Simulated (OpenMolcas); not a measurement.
# Tc³⁺ among point charges: CASSCF and CASPT2 levels and susceptibility

Aim: the splitting of the states of Tc³⁺ in the field of 6 point charges, its lowest levels with spin-orbit coupling and its magnetic susceptibility.

Method: state-averaged CASSCF and CASPT2, spin-orbit coupling by RASSI with atomic mean-field integrals. Code: OpenMolcas 26.06.

### Step 1. The system

- Species: Tc³⁺ (technetium, Z = 43, 40 electrons)
- Basis: ANO-RCC-VDZP [6s5p3d1f], 43 functions
- Scalar Hamiltonian: DKH2, point nucleus
- Inactive shells: 1s 2s 2p 3s 3p 3d 4s 4p
- Active space: 4 electrons in 5 orbitals (4d)
- Some configurations of this space: 4d⁴
- Orbitals: optimised for each spin and parity, averaged over all roots

Outer shells as boxes (Hund's rule):

4d4
```
4d [↑ ][↑ ][↑ ][↑ ][  ]
```

The ion sits among 6 point charges of -1.7 e arranged as a tetragonal octahedron (D4h), 2.21 Å from the ion, with the axial distance 2.166 Å.

The work runs as a chain of OpenMolcas steps in one folder; each step below is one input file. Labels, J, g values, rates, χT and fits are worked out afterwards by a script from the matrices that RASSI stores. The input lists half of the charges; inversion (Group=XYZ) makes the rest.

### Step 2. GATEWAY and SEWARD: basis and integrals

a.inp

```
&GATEWAY
Coord
1

Tc 0.0 0.0 0.0
Basis=ANO-RCC-VDZP
Group=XYZ
NoMove
AngMom=0.0 0.0 0.0
AMFI
XField
3 Angstrom 0
2.210000 0.000000 0.000000 -1.700000
0.000000 2.210000 0.000000 -1.700000
0.000000 0.000000 2.165800 -1.700000
&SEWARD
```

### Step 3. CASSCF: quintets of even parity, 5 roots

a.inp

```
&RASSCF
FileOrb=start.orb
Symmetry=1
Spin=5
nActEl=4 0 0
Inactive=9 9
Ras2=5 0
CIRoot=5 5 1
SDav=5
CIMx=300
Iter=120 100
PrWF=0.3
OrbListing=Nothing
MaxOrb=0
>>> COPY $Project.JobIph JOB001
```

start.orb holds the contracted functions of the basis, ordered by shell, or the orbitals of the step before.

### Step 4. CASSCF: triplets of even parity, 45 roots

a.inp

```
&RASSCF
FileOrb=start.orb
Symmetry=1
Spin=3
nActEl=4 0 0
Inactive=9 9
Ras2=5 0
CIRoot=45 45 1
SDav=45
CIMx=300
Iter=120 100
PrWF=0.3
OrbListing=Nothing
MaxOrb=0
>>> COPY $Project.JobIph JOB002
```

### Step 5. CASSCF: singlets of even parity, 50 roots

a.inp

```
&RASSCF
FileOrb=start.orb
Symmetry=1
Spin=1
nActEl=4 0 0
Inactive=9 9
Ras2=5 0
CIRoot=50 50 1
SDav=50
CIMx=300
Iter=120 100
PrWF=0.3
OrbListing=Nothing
MaxOrb=0
>>> COPY $Project.JobIph JOB003
```

### Step 6. State interaction with spin-orbit coupling

a.inp

```
&RASSI
NrOfJobIphs=3 5 45 50
1 2 3 4 5
1 2 3 4 5 6 7 8 9 10 11 12 13 14 15 16 17 18 19 20 21 22 23 24 25 26 27
28 29 30 31 32 33 34 35 36 37 38 39 40 41 42 43 44 45
1 2 3 4 5 6 7 8 9 10 11 12 13 14 15 16 17 18 19 20 21 22 23 24 25 26 27
28 29 30 31 32 33 34 35 36 37 38 39 40 41 42 43 44 45 46 47 48 49 50
IphNames
JOB001
JOB002
JOB003
EJob
SpinOrbit
DIPRint=1.0
SOCoupling=1000.0
Subsets=2
Property=9
'ANGMOM' 1 'ANGMOM' 2 'ANGMOM' 3 'MLTPL  1' 1 'MLTPL  1' 2 'MLTPL  1' 3
'AMFI' 1 'AMFI' 2 'AMFI' 3
SOProperty=3
'ANGMOM' 1 'ANGMOM' 2 'ANGMOM' 3
```

### Step 7. CASPT2: IPEA 0.25, imaginary shift 0.1 (closed shells correlated: 4s 4p)

a.inp

```
>>> COPY JOB001 $Project.JobIph
&CASPT2
Multistate=5 1 2 3 4 5
NoMult
Frozen=8 6
IPEA=0.25
Imaginary=0.1
MaxIter=60
WThr=0.0 0.3 0.05
PrWF=0.5
NoMix
>>> COPY JOB002 $Project.JobIph
&CASPT2
Multistate=45 1 2 3 4 5 6 7 8 9 10 11 12 13 14 15 16 17 18 19 20 21 22
23 24 25 26 27 28 29 30 31 32 33 34 35 36 37 38 39 40 41 42 43 44 45
NoMult
Frozen=8 6
IPEA=0.25
Imaginary=0.1
MaxIter=60
WThr=0.0 0.3 0.05
PrWF=0.5
NoMix
>>> COPY JOB003 $Project.JobIph
&CASPT2
Multistate=50 1 2 3 4 5 6 7 8 9 10 11 12 13 14 15 16 17 18 19 20 21 22
23 24 25 26 27 28 29 30 31 32 33 34 35 36 37 38 39 40 41 42 43 44 45 46
47 48 49 50
NoMult
Frozen=8 6
IPEA=0.25
Imaginary=0.1
MaxIter=60
WThr=0.0 0.3 0.05
PrWF=0.5
NoMix
```

(Steps that only read results are left out.)

Before running it: what results should come out? Wanted: spin-free ground state; first state of the same spin within the active space; lowest level; next level.

**Answer**, as computed:

| quantity | value |
| --- | --- |
| method | SS-CASPT2, IPEA 0.25, imaginary shift 0.1 (closed shells correlated: 4s 4p) |
| spin-free ground state | 5A1, 1-fold in its orbital part |
| first state of the same spin within the active space | 5B1 at 1010 cm⁻¹ |
| lowest level | 1-fold A1 |
| next level | 71.2 cm⁻¹ |
| χT at 300 K | 2.44 cm³ K/mol |
| effective moment at 300 K | 4.42 μB |

Cost by method:

| method | time of its own steps | time with the reference |
| --- | --- | --- |
| A. CASSCF | 24 s | 24 s |
| B. SS-CASPT2, IPEA 0.25, imaginary shift 0.1, +4s 4p | 7.4 s | 31 s |

Times are of one thread on a shared host.

The spin-free ground state (5A1) comes to 100 % from free-ion D terms and keeps the highest spin of the shell. χT at 300 K is 2.44, against 3.01 cm³ K/mol for the spin alone, so spin-orbit coupling lowers it. An active space of the d shell alone favours high spin; real ions in strong fields can be low spin. The field of point charges can differ much from that of real complexes. With metal d orbitals alone active, the gaps between spin states are rough; where two lie within a few thousand cm-1, their order is open. This is an electrostatic model: the charges have no orbitals.
